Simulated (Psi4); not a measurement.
# One shape, several levels: BSiH4O2F (SMILES OB(F)O[SiH3])

Aim: a comparison of 4 runs (M06-L/6-31G*, PBE0/6-31G*, TPSS/6-31G*, r2SCAN/6-31G*) of BSiH4O2F. 

The results are computed with Psi4 1.11.

12 further runs of the same task are left out: 12 that didn't finish.

## (1) The system as given

BSiH4O2F has 9 atoms, charge 0, and is taken as a singlet. As SMILES, `OB(F)O[SiH3]`. The Si5–H8 distance was set to 2.225 Å, away from the relaxed value. At this shape a bond of the SMILES string is far longer than usual.

Bond lengths: O1–B2 1.359 Å, B2–F3 1.334 Å, B2–O4 1.348 Å, O4–Si5 1.655 Å, O1–H6 0.960 Å, Si5–H7 1.480 Å, Si5–H9 1.484 Å. Angles: O1–B2–F3 120.0°, O1–B2–O4 121.1°, F3–B2–O4 118.9°, B2–O4–Si5 131.9°, B2–O1–H6 113.4°, O4–Si5–H7 106.4°, O4–Si5–H9 110.2°, H7–Si5–H9 110.1°. A long bond or contact: Si5–H8 2.225 Å.

## (2) Energy and gradient at M06-L/6-31G(d) (spherical functions) (run 1)

Input file bfh4o2si.py:

```python
import psi4

psi4.set_memory(2200000000)
psi4.set_num_threads(1)
psi4.set_output_file('run.log', False)

molecule = psi4.geometry("""
0 1
O     -1.224272     0.713041     1.005366
B     -0.005572     1.313441     0.964066
F      0.112528     2.607141     1.269266
O      1.098728     0.623241     0.617566
Si     1.324028    -0.958559     0.186366
H     -1.932672     1.306241     1.265466
H      2.771728    -1.117559    -0.079534
H      0.154500    -1.427600    -1.647800
H      0.908028    -1.854659     1.293166
units angstrom
symmetry c1
no_reorient
no_com
""")

options = {'basis': '6-31G*', 'puream': True, 'e_convergence': 1e-09, 'd_convergence': 1e-08, 'scf_type': 'pk', 'dft_radial_points': 99, 'dft_spherical_points': 590}
psi4.set_options(options)

energy_value, wavefunction = psi4.gradient("m06-l", molecule=molecule, return_wfn=True)
psi4.oeprop(wavefunction, "MAYER_INDICES", "DIPOLE", "QUADRUPOLE", title="M06-L")
print('gradient / Eh bohr^-1')
print(energy_value.np.round(6))
print(f'energy = {wavefunction.energy():.10f} Eh')
```

On the command line:

```sh
python bfh4o2si.py
```

run.log:

```text
[...]
  Running in c1 symmetry.
[...]
  Nuclear repulsion =  219.717760149146329
[...]
  Multiplicity = 1
[...]
  Nalpha       = 24
  Nbeta        = 24
[...]
    Number of basis functions: 82
[...]
   @RKS iter   1:  -566.80054651149840   -4.24030e-01   1.10132e-02 ADIIS/DIIS
[...]
   @RKS iter  13:  -567.10355436693851   -3.52429e-12   2.67300e-09 DIIS
[...]
  @RKS Final Energy:  -567.10355436693851
   => Energetics <=
    Nuclear Repulsion Energy =            219.7177601491463292
    One-Electron Energy =               -1220.4199707483862767
    Two-Electron Energy =                 487.7964381616292258
    DFT Exchange-Correlation Energy =     -54.1977819293277960
    Empirical Dispersion Energy =           0.0000000000000000
    VV10 Nonlocal Energy =                  0.0000000000000000
    Total Energy =                       -567.1035543669385106
[...]
  -Total Gradient:
     Atom            X                  Y                   Z
    ------   -----------------  -----------------  -----------------
       1       -0.003687978330     0.006625362051     0.001577880159
       2        0.010041403973    -0.004364129312    -0.001576499636
       3       -0.001719435849    -0.001507634969    -0.000458952448
       4       -0.006510634562     0.002956730679     0.003287911002
       5        0.026570094739     0.013479328785     0.041713304166
       6        0.001853591005    -0.004005901425    -0.001094078283
       7        0.004647884432    -0.000223122303     0.002670179058
       8       -0.032877564641    -0.012391131095    -0.050963557878
       9        0.001663188675    -0.000763362649     0.004713826562
[...]
 Multipole Moments:
 ------------------------------------------------------------------------------------
     Multipole            Electronic (a.u.)      Nuclear  (a.u.)        Total (a.u.)
 ------------------------------------------------------------------------------------
 L = 1.  Multiply by 2.5417464519 to convert [e a0] to [Debye]
 Dipole X            :        -38.8484202           38.5854031           -0.2630171
 Dipole Y            :        -45.7141718           45.7471080            0.0329362
 Dipole Z            :        -61.2136720           61.7328210            0.5191490
 Magnitude           :                                                    0.5829052
 L = 2.  Multiply by 1.3450342976 to convert [e a0^2] to [Debye ang]
 Quadrupole XX       :       -233.0846640          209.1617797          -23.9228843
 Quadrupole XY       :         82.1317375          -86.4078144           -4.2760769
[...]
```

Standard output:

```text
gradient / Eh bohr^-1
[[-0.003688  0.006625  0.001578]
 [ 0.010041 -0.004364 -0.001576]
 [-0.001719 -0.001508 -0.000459]
 [-0.006511  0.002957  0.003288]
 [ 0.02657   0.013479  0.041713]
 [ 0.001854 -0.004006 -0.001094]
 [ 0.004648 -0.000223  0.00267 ]
 [-0.032878 -0.012391 -0.050964]
 [ 0.001663 -0.000763  0.004714]]
energy = -567.1035543669 Eh
```

It took 24 s on 1 thread of AMD EPYC 9R45 (Zen 5), shared host; peak memory 1.5 GiB.

## (3) Energy and forces at PBE0/6-31G(d) (spherical functions) (run 2)

Input file job.dat:

```
memory 2200 MB

molecule {
  O
  B 1 1.359197
  F 2 1.334449 1 120.04275
  O 2 1.34756 3 118.87028 1 179.99096
  Si 4 1.654927 2 131.9216 3 179.99385
  H 1 0.95988 2 113.38885 3 -0.01857
  H 5 1.480479 4 106.41385 2 -179.93199
  H 5 2.2253 7 110.07505 4 119.35462
  H 5 1.483596 7 110.07877 4 -119.36319
  symmetry c1
}

set basis 6-31G*
set puream true
set e_convergence 1e-09
set d_convergence 1e-08
set scf_type pk
set dft_radial_points 99
set dft_spherical_points 590

result = gradient('pbe0')
print_variables()
```

On the command line:

```sh
psi4 -n 1 job.dat job.out
```

job.out:

```text
[...]
  Running in c1 symmetry.
[...]
  Nuclear repulsion =  219.717750421445430
[...]
  Multiplicity = 1
[...]
  Nalpha       = 24
  Nbeta        = 24
[...]
    Number of basis functions: 82
[...]
   @RKS iter   1:  -566.47891072204857   -5.34503e-01   9.67482e-03 ADIIS/DIIS
[...]
   @RKS iter  12:  -566.71826447228239   -1.81899e-12   2.34940e-09 DIIS
[...]
  @RKS Final Energy:  -566.71826447228239
   => Energetics <=
    Nuclear Repulsion Energy =            219.7177504214454302
    One-Electron Energy =               -1220.3821159607689424
    Two-Electron Energy =                 474.6562149140034421
    DFT Exchange-Correlation Energy =     -40.7101138469623862
    Empirical Dispersion Energy =           0.0000000000000000
    VV10 Nonlocal Energy =                  0.0000000000000000
    Total Energy =                       -566.7182644722823852
[...]
 Multipole Moments:
 ------------------------------------------------------------------------------------
     Multipole            Electronic (a.u.)      Nuclear  (a.u.)        Total (a.u.)
 ------------------------------------------------------------------------------------
 L = 1.  Multiply by 2.5417464519 to convert [e a0] to [Debye]
 Dipole X            :          0.9781430           -0.5571903            0.4209527
 Dipole Y            :         -8.0731096            7.8255820           -0.2475275
 Dipole Z            :          2.2349124           -2.5051359           -0.2702235
 Magnitude           :                                                    0.5581145
[...]
  -Total Gradient:
     Atom            X                  Y                   Z
    ------   -----------------  -----------------  -----------------
       1       -0.000655616218    -0.006889337950    -0.001723898393
       2        0.001014725757     0.008726677076     0.007310248404
       3       -0.000325773897    -0.000049770528    -0.001306342723
       4        0.001641095907    -0.005104847162    -0.004972466231
       5        0.044883576759    -0.010633888167     0.031042948954
       6        0.000177997865     0.004652869452     0.000302973037
       7        0.003455888968    -0.001152596463     0.000716745425
       8       -0.052209969333     0.011535427571    -0.034425937592
       9        0.001996085417    -0.001096974701     0.003047300225
[...]
```

Run time: 12 s. Hardware: 1 thread of AMD EPYC 9R45 (Zen 5), shared host; peak memory 1.3 GiB.

Run 3 isn't shown in full; the table further down has it.

## (4) Energy and forces at r2SCAN/6-31G(d) (spherical functions) (run 4)

Input file bfh4o2si.py:

```python
import psi4

psi4.set_memory(2200000000)
psi4.set_num_threads(1)
psi4.set_output_file('output.dat', False)

molecule = psi4.geometry("""
0 1
O     -1.224272     0.713041     1.005366
B     -0.005572     1.313441     0.964066
F      0.112528     2.607141     1.269266
O      1.098728     0.623241     0.617566
Si     1.324028    -0.958559     0.186366
H     -1.932672     1.306241     1.265466
H      2.771728    -1.117559    -0.079534
H      0.154500    -1.427600    -1.647800
H      0.908028    -1.854659     1.293166
symmetry c1
no_reorient
no_com
""")

psi4.set_options({
    'basis': '6-31G*',
    'puream': True,
    'e_convergence': 1e-09,
    'd_convergence': 1e-08,
    'scf_type': 'pk',
    'dft_radial_points': 99,
    'dft_spherical_points': 590,
})

result = psi4.gradient('R2SCAN')
print('gradient / Eh bohr^-1')
print(result.np.round(6))
for k, v in sorted(psi4.core.scalar_variables().items()):
    print(f'{k:45s} {v:18.10f}')
```

On the command line:

```sh
python bfh4o2si.py
```

output.dat:

```text
[...]
  Running in c1 symmetry.
[...]
  Nuclear repulsion =  219.717760149146329
[...]
  Multiplicity = 1
[...]
  Nalpha       = 24
  Nbeta        = 24
[...]
    Number of basis functions: 82
[...]
   @RKS iter   1:  -566.68478109708747   -3.78935e-01   1.06086e-02 DIIS/ADIIS
[...]
   @RKS iter  13:  -566.97400830767344   -6.82121e-13   1.70861e-09 DIIS
[...]
  @RKS Final Energy:  -566.97400830767344
   => Energetics <=
    Nuclear Repulsion Energy =            219.7177601491463292
    One-Electron Energy =               -1220.3400021560364621
    Two-Electron Energy =                 487.6817637626614328
    DFT Exchange-Correlation Energy =     -54.0335300634447719
    Empirical Dispersion Energy =           0.0000000000000000
    VV10 Nonlocal Energy =                  0.0000000000000000
    Total Energy =                       -566.9740083076734436
[...]
 Multipole Moments:
 ------------------------------------------------------------------------------------
     Multipole            Electronic (a.u.)      Nuclear  (a.u.)        Total (a.u.)
 ------------------------------------------------------------------------------------
 L = 1.  Multiply by 2.5417464519 to convert [e a0] to [Debye]
 Dipole X            :        -38.8724046           38.5854031           -0.2870014
 Dipole Y            :        -45.7102493           45.7471080            0.0368587
 Dipole Z            :        -61.2313935           61.7328210            0.5014274
 Magnitude           :                                                    0.5789282
[...]
  -Total Gradient:
     Atom            X                  Y                   Z
    ------   -----------------  -----------------  -----------------
       1       -0.003765688639     0.009093084651     0.002205265343
       2        0.011192475935    -0.004591534397    -0.001873927845
       3       -0.001798801783    -0.004314438647    -0.001157204045
       4       -0.009442049614     0.003130254913     0.003867838001
       5        0.029445569867     0.011881475267     0.044026520824
       6        0.004012773777    -0.005621901125    -0.001848281055
       7        0.000657420208     0.000583324164     0.003454622602
       8       -0.032727969352    -0.012143021768    -0.050428155545
       9        0.002496882090     0.001887415883     0.001897387593
[...]
```

On the terminal:

```text
gradient / Eh bohr^-1
[[-0.003766  0.009093  0.002205]
 [ 0.011192 -0.004592 -0.001874]
 [-0.001799 -0.004314 -0.001157]
 [-0.009442  0.00313   0.003868]
 [ 0.029446  0.011881  0.044027]
 [ 0.004013 -0.005622 -0.001848]
 [ 0.000657  0.000583  0.003455]
 [-0.032728 -0.012143 -0.050428]
 [ 0.002497  0.001887  0.001897]]
CURRENT ENERGY                                   -566.9740083077
CURRENT REFERENCE ENERGY                         -566.9740083077
DD SOLVATION ENERGY                                 0.0000000000
DFT FUNCTIONAL TOTAL ENERGY                      -566.9740083077
DFT TOTAL ENERGY                                 -566.9740083077
DFT VV10 ENERGY                                     0.0000000000
DFT XC ENERGY                                     -54.0335300634
GRID ELECTRONS ALPHA                               23.9999998858
GRID ELECTRONS BETA                                23.9999998858
GRID ELECTRONS TOTAL                               47.9999997715
NUCLEAR REPULSION ENERGY                          219.7177601491
ONE-ELECTRON ENERGY                             -1220.3400021560
PCM POLARIZATION ENERGY                             0.0000000000
PE ENERGY                                           0.0000000000
SCF ITERATION ENERGY                             -566.9740083077
SCF ITERATIONS                                     13.0000000000
SCF TOTAL ENERGY                                 -566.9740083077
TWO-ELECTRON ENERGY                               487.6817637627
XC GRID RADIAL POINTS                              99.0000000000
XC GRID SPHERICAL POINTS                          590.0000000000
XC GRID TOTAL POINTS                           500341.0000000000
```

Wall time 27 s (1 thread of AMD EPYC 9R45 (Zen 5), shared host); peak memory 1.5 GiB.

## (5) Overview of the runs

```
run                                level  energy (Eh)  dipole moment (D)  HOMO energy (eV)  LUMO energy (eV)  wall time
  1   M06-L/6-31G* (spherical functions)  -567.103554               1.48             -6.88             -1.63       24 s
  2    PBE0/6-31G* (spherical functions)  -566.718264               1.42             -7.72             -0.91       12 s
  3    TPSS/6-31G* (spherical functions)  -567.182426               1.50             -6.78             -1.62       30 s
  4  r2SCAN/6-31G* (spherical functions)  -566.974008               1.47             -6.87             -1.62       27 s
```

## (6) What came out

| quantity | value |
| --- | --- |
| run 4: total energy | -566.97401 Eh |
| run 4: dipole moment | 1.47 D |
| run 4: HOMO energy | -6.87 eV |
| run 4: LUMO energy | -1.62 eV |
| run 4: HOMO–LUMO gap | 5.25 eV |
| run 4: largest force on an atom | 3.154 eV/Å |

In words: The dipole moment (its size) runs from 1.42 D (PBE0/6-31G*) to 1.50 D (TPSS/6-31G*). The HOMO–LUMO gap runs from 5.17 eV (TPSS/6-31G*) to 6.80 eV (PBE0/6-31G*). Totals of different functionals can't be ranked against each other. All runs together took 94 s, the longest 30 s.
